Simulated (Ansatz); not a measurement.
**GeH₄O + H₂: a complex and its separated parts**

Aim: how far the complex at one end of a reaction step lies below its separated, relaxed parts, level by level.

Computed with Ansatz 0.2.0, Gaussian basis. Level: PBE0-D4/def2-TZVP structures, single points in def2-TZVPP, no counterpoise correction.

Levels: SPW92, PBE-D4, BLYP-D4, r2SCAN-D4, B97M-V, PBE0-D4, B3LYP-D4, r2SCAN0-D4, BHLYP-D4, CAM-B3LYP-D4, wB97X-V, wB97M-V, B2PLYP, PBE-QIDH, RPA on PBE, Hartree-Fock, MP2, CCSD, CCSD(T).

Correlated methods freeze the cores. Filled d shells of the heavier atoms are correlated. B3LYP uses VWN-RPA correlation. B2PLYP carries no dispersion term here.

21 further runs of the same task are left out: 21 set aside as unsound or not needed.

## 1. The system as given

The complex: 8 atoms, charge 0, spin multiplicity 1.

Atoms are counted from 1 here; the program's logs count them from 0.

Bond lengths: Ge1–H3 1.541 Å, Ge1–H4 1.541 Å, Ge1–H5 1.531 Å, Ge1–O7 1.785 Å, H2–H6 0.748 Å, O7–H8 0.959 Å. Angles: H3–Ge1–H4 109.8°, H3–Ge1–H5 111.6°, H3–Ge1–O7 109.7°, H4–Ge1–H5 111.6°, H4–Ge1–O7 109.8°, H5–Ge1–O7 104.2°, Ge1–O7–H8 112.8°.

As a file:

```xyz
8
charge 0, multiplicity 1
Ge    0.40012    0.09960    1.14478
H    -1.42055    0.80758   -2.71377
H     1.57691   -0.39886    2.00556
H    -0.93319   -0.23203    1.84194
H     0.51979    1.59486    0.84019
H    -0.96153    0.44453   -2.24748
O     0.45440   -0.68085   -0.45946
H     0.36405   -1.63483   -0.41165
```

Its parts: GeH₄O holds atoms 1, 3, 4, 5, 7, 8; H₂ holds atoms 2, 6. Each part counts its atoms afresh in its own runs.

## 2. Relaxing GeH₄O alone

relax-a/in.yaml

```yaml
crystal:
  periodic: [false, false, false]
  atoms:
    - {symbol: Ge, position_ang: [0.400124, 0.099597, 1.144777]}
    - {symbol: H, position_ang: [1.576911, -0.398859, 2.005556]}
    - {symbol: H, position_ang: [-0.933188, -0.232025, 1.841938]}
    - {symbol: H, position_ang: [0.519790, 1.594861, 0.840188]}
    - {symbol: O, position_ang: [0.454399, -0.680854, -0.459464]}
    - {symbol: H, position_ang: [0.364050, -1.634831, -0.411651]}
basis:
  gaussian: {orbitals: def2-TZVP}
hamiltonian: {xc: pbe0, dispersion: d4}
relax: {f_tol: 0.005, max_steps: 200}
```

The command line of these runs was not kept.

The runs that follow: Relaxing H₂ alone; wB97M-V/def2-TZVPP; CCSD(T)/def2-TZVPP; Vibrations of GeH₄O; Vibrations of H₂.

**Question.** What will these runs give? Wanted: complex less parts, CCSD(T)/def2-TZVPP; with zero-point energy; largest T1 diagnostic.

The runs gave:

| quantity | value |
| --- | --- |
| complex less parts, CCSD(T)/def2-TZVPP | -3.6 kJ/mol |
| with zero-point energy | +1.5 kJ/mol |
| largest T1 diagnostic | 0.011 |

At CCSD(T) the complex lies 3.6 kJ/mol below its parts. The functionals run from r2SCAN0-D4, off by +0.1 kJ/mol, to SPW92, off by -4.3 kJ/mol, against CCSD(T). By rung, the mean size of the error is: LDA 4.3, GGA 1.1, meta-GGA 0.5, hybrid 0.6, range-separated hybrid 0.6, double hybrid 0.6 kJ/mol. PBE-D4 gives a relative energy 1.7 kJ/mol too low, an error of 47 % of the reference. No counterpoise was applied, and triple zeta lacks some correlation, so the CCSD(T) reference has a basis error of its own, and close matches with it are partly luck.
